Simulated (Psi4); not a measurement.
# InHF2 (SMILES [F][InH][F]): wB97X/def2-TZVP (core potential)

We compute energy and gradient of InHF2. Input form: a Python script.

The results are computed with Psi4 1.11.

1 further run of the same task is left out (set aside as unsound or not needed). Runs told in other sessions of the task aren't counted.

**1. Starting point**

InHF2 has 4 atoms, charge 0, and is taken as a singlet. SMILES: `[F][InH][F]`. The In2–H4 distance was set to 2.522 Å, away from the relaxed value. At this shape a bond of the SMILES string is far longer than usual.

Bond lengths: F1–In2 1.935 Å, In2–F3 1.935 Å. Angles: F1–In2–F3 106.8°.

**2. Energy and gradient at wB97X/def2-TZVP (core potential)**

calc.py

```python
import psi4

psi4.set_memory('2200 MB')
psi4.set_num_threads(1)
psi4.core.set_output_file('psi4.out', False)

molecule = psi4.geometry("""
0 1
F     -1.855103    -1.361613     0.689908
In    -0.117003    -0.579013     0.359808
F      1.179997    -1.697513     1.259408
H      0.365400     1.499400    -0.984800
symmetry c1
no_reorient
no_com
""")

psi4.set_options({
    'puream': True,
    'e_convergence': 1e-09,
    'd_convergence': 1e-08,
    'scf_type': 'pk',
    'dft_radial_points': 99,
    'dft_spherical_points': 590,
})

e_tot, wfn = psi4.gradient("wb97x/def2-TZVP", return_wfn=True)
psi4.oeprop(wfn, "DIPOLE", "MULLIKEN_CHARGES", "QUADRUPOLE", title="WB97X")
print('gradient / Eh bohr^-1')
print(e_tot.np.round(6))
print(f'energy = {wfn.energy():.10f} Eh')
for k, v in sorted(psi4.core.scalar_variables().items()):
    print(f'{k:45s} {v:18.10f}')
```

Started as:

```sh
$ python calc.py
```

psi4.out:

```text
[...]
    !!!  WARNING: ECP capability is in beta. Please check occupations closely.  !!!
[...]
  Running in c1 symmetry.
[...]
  Nuclear repulsion =  123.990779919776813
[...]
  Multiplicity = 1
[...]
  Nalpha       = 20
  Nbeta        = 20
[...]
    Number of basis functions: 118
[...]
   @RKS iter   1:  -390.25095366522589   -1.46863e+00   6.91873e-03 DIIS/ADIIS
[...]
   @RKS iter  12:  -390.48377148265439   -1.47224e-11   4.64562e-09 DIIS
[...]
    Orbital Energies [Eh]
    ---------------------
    Doubly Occupied:
       1A    -24.697214     2A    -24.697204     3A     -4.835583
       4A     -3.253625     5A     -3.240791     6A     -3.240366
       7A     -1.252579     8A     -1.251005     9A     -0.937325
      10A     -0.937191    11A     -0.935531    12A     -0.927196
      13A     -0.922484    14A     -0.580360    15A     -0.514538
      16A     -0.506773    17A     -0.504399    18A     -0.493687
      19A     -0.486871    20A     -0.405044
[...]
  @RKS Final Energy:  -390.48377148265439
   => Energetics <=
    Nuclear Repulsion Energy =            123.9907799197768128
    One-Electron Energy =                -862.0619877800909308
    Two-Electron Energy =                 374.4878551537174758
    DFT Exchange-Correlation Energy =     -26.9004187760578120
    Empirical Dispersion Energy =           0.0000000000000000
    VV10 Nonlocal Energy =                  0.0000000000000000
    Total Energy =                       -390.4837714826543902
[...]
  -Total Gradient:
     Atom            X                  Y                   Z
    ------   -----------------  -----------------  -----------------
       1        0.000550743457    -0.002722976730     0.001894233188
       2       -0.009624580113    -0.041420688218     0.026798370306
       3       -0.001747013534    -0.002473893130     0.001466592123
       4        0.010864941838     0.046809001926    -0.030283296320
[...]
 Multipole Moments:
 ------------------------------------------------------------------------------------
     Multipole            Electronic (a.u.)      Nuclear  (a.u.)        Total (a.u.)
 ------------------------------------------------------------------------------------
 L = 1.  Multiply by 2.5417464519 to convert [e a0] to [Debye]
 Dipole X            :         15.6340491          -15.4345592            0.1994899
 Dipole Y            :         73.0325805          -72.1724334            0.8601471
 Dipole Z            :        -46.1270682           45.5707682           -0.5563000
 Magnitude           :                                                    1.0436086
 L = 2.  Multiply by 1.3450342976 to convert [e a0^2] to [Debye ang]
 Quadrupole XX       :       -187.5225957          156.8597420          -30.6628537
 Quadrupole XY       :        -24.4192010           23.8418615           -0.5773394
[...]
  Mulliken Charges: (a.u.)
   Center  Symbol    Alpha    Beta     Spin     Total
       1     F     4.72874  4.72874  0.00000 -0.45747
       2    IN    10.03056 10.03056  0.00000  0.93889
       3     F     4.72874  4.72874  0.00000 -0.45749
       4     H     0.51197  0.51197  0.00000 -0.02393
   Total alpha = 20.00000, Total beta = 20.00000, Total charge =  0.00000
```

The script printed:

```text
gradient / Eh bohr^-1
[[ 0.000551 -0.002723  0.001894]
 [-0.009625 -0.041421  0.026798]
 [-0.001747 -0.002474  0.001467]
 [ 0.010865  0.046809 -0.030283]]
energy = -390.4837714827 Eh
CURRENT ENERGY                                   -390.4837714827
CURRENT REFERENCE ENERGY                         -390.4837714827
DD SOLVATION ENERGY                                 0.0000000000
DFT FUNCTIONAL TOTAL ENERGY                      -390.4837714827
DFT TOTAL ENERGY                                 -390.4837714827
DFT VV10 ENERGY                                     0.0000000000
DFT XC ENERGY                                     -26.9004187761
GRID ELECTRONS ALPHA                               20.0000095611
GRID ELECTRONS BETA                                20.0000095611
GRID ELECTRONS TOTAL                               40.0000191221
NUCLEAR REPULSION ENERGY                          123.9907799198
ONE-ELECTRON ENERGY                              -862.0619877801
PCM POLARIZATION ENERGY                             0.0000000000
PE ENERGY                                           0.0000000000
SCF ITERATION ENERGY                             -390.4837714827
SCF ITERATIONS                                     12.0000000000
SCF TOTAL ENERGY                                 -390.4837714827
TWO-ELECTRON ENERGY                               374.4878551537
XC GRID RADIAL POINTS                              99.0000000000
XC GRID SPHERICAL POINTS                          590.0000000000
XC GRID TOTAL POINTS                           226201.0000000000
```

Wall time 28 s (1 thread of Intel Xeon 6975P-C (Granite Rapids), shared host); peak memory 0.87 GiB.

**3. Summary of results**

Level: wB97X/def2-TZVP (core potential).

| quantity | value |
| --- | --- |
| total energy | -390.48377 Eh |
| dipole moment | 2.65 D |
| HOMO energy | -11.02 eV |
| LUMO energy | -2.13 eV |
| HOMO–LUMO gap | 8.89 eV |
| largest force on an atom | 2.921 eV/Å |

With no_com the log's rotational constants are taken about the origin, not the centre of mass, so they aren't the molecule's.
